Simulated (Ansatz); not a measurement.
**CH7GeNSi: ladder of methods at one geometry**

How do the methods compare on CH7GeNSi, in result and in cost? Aim: a ladder of methods at one geometry, for CH7GeNSi, run from a script. SMILES: [GeH3][CH]1N[SiH2]1.

Program: Ansatz 0.2.0 through its Python package. The levels of theory stand in the script. These are calculated values, not measurements.

## (1) Starting point

Bond lengths: Ge1–C2 1.887 Å, C2–N3 1.401 Å, C2–Si4 1.887 Å, N3–Si4 1.854 Å, Ge1–H5 1.594 Å, Ge1–H6 1.596 Å, Ge1–H7 1.564 Å, C2–H8 1.069 Å, N3–H9 1.075 Å, Si4–H10 1.467 Å, Si4–H11 1.409 Å. Angles (14 of 21 angles, heavy atoms first): Ge1–C2–N3 110.4°, Ge1–C2–Si4 111.8°, N3–C2–Si4 66.7°, C2–N3–Si4 69.3°, C2–Si4–N3 44.0°, Ge1–C2–H8 122.7°, N3–C2–H8 113.4°, Si4–C2–H8 118.3°, C2–Ge1–H5 110.5°, C2–Ge1–H6 110.9°, C2–Ge1–H7 112.8°, C2–N3–H9 111.2°, Si4–N3–H9 108.3°, C2–Si4–H10 114.1°.

The script holds or builds the structure itself.

## (2) Script

The input, methods.py:

```python
'''CH7GeNSi at several levels of theory.'''

import logging
import sys

import ansatz as az

logging.basicConfig(stream=sys.stdout, format='%(levelname)s %(message)s')
logger = logging.getLogger('calc')
logger.setLevel(logging.INFO)

GEOMETRY = '''
Ge   -0.98310    1.22150   -0.33960
C    -0.39720   -0.43900    0.33810
N     0.74550   -0.26690    1.13030
Si    1.18800   -1.02130   -0.50430
H    -1.89140    1.00830   -1.63240
H    -1.89020    1.98420    0.72980
H     0.19970    2.17300   -0.71490
H    -1.07070   -1.17760    0.71800
H     0.81580   -1.03010    1.88340
H     1.49800   -2.43730   -0.28160
H     1.85110   -0.07180   -1.30600
'''

system = az.Crystal.molecule()
for line in GEOMETRY.strip().splitlines():
    symbol, *xyz = line.split()
    system = system.atom(symbol, [float(v) for v in xyz])

setup = system.calculation().basis(gaussian='def2-SVP')

methods = ['mp2', 'ccsd', 'ccsd_t']
reports = [setup.correlation(m).run(threads=1).report for m in methods]
logger.info(f'Hartree-Fock reference {reports[0]["reference_energy_ev"] / 27.211386246:.6f} Ha')
best = reports[-1]['free_energy_ev'] - reports[-1]['reference_energy_ev']
for method, each in zip(methods, reports):
    gained = each['free_energy_ev'] - each['reference_energy_ev']
    logger.info(f'{method:8s} total {each["free_energy_ev"] / 27.211386246:.6f} Ha  correlation {gained:9.4f} eV  ({100 * gained / best:.1f} % of the last)')
```

## (3) Running it

On the command line:

```sh
$ python methods.py
```

The program printed:

```text
INFO Hartree-Fock reference -2460.171422 Ha
INFO mp2      total -2460.820898 Ha  correlation  -17.6732 eV  (91.1 % of the last)
INFO ccsd     total -2460.861312 Ha  correlation  -18.7729 eV  (96.8 % of the last)
INFO ccsd_t   total -2460.884447 Ha  correlation  -19.4024 eV  (100.0 % of the last)
```

It took 44 s on 1 thread of Arm Neoverse V1, shared host; peak memory 0.59 GiB.

## (4) The runs side by side

The 3 runs, in the order started:

| run | method | energy (eV) | iterations in all | CPU time (s) |
| --- | --- | --- | --- | --- |
| 1 | mp2 | -66962.3479 | 11 | 3.2 |
| 2 | ccsd | -66963.4477 | 17 | 15 |
| 3 | ccsd_t | -66964.0772 | 17 | 25 |

Correlation energies (total less mean field):

| method | correlation (eV) | share of the last | miss against the last (eV) | CPU time (s) |
| --- | --- | --- | --- | --- |
| mp2 | -17.673 | 91.1 % | +1.729 | 3.2 |
| ccsd | -18.773 | 96.8 % | +0.630 | 15 |
| ccsd_t | -19.402 | 100.0 % | +0.000 | 25 |

## (5) What came out

| quantity | value |
| --- | --- |
| runs compared | 3 |
| correlation energy, last run | -19.402 eV |

mp2 catches 91 % of the correlation energy of ccsd_t. In CPU time, run 3 (ccsd_t) cost about 7.7 times as much as run 1 (mp2). Reading the output:
- The geometry is a force-field or estimated start, not a minimum of this method, and the basis set is short of its limit. A lower total doesn't mark the better method: functionals have no common bound, and MP2 and coupled cluster aren't variational.
- Inner cores stay frozen; a filled d shell under the valence of the heavier atoms is correlated with it.
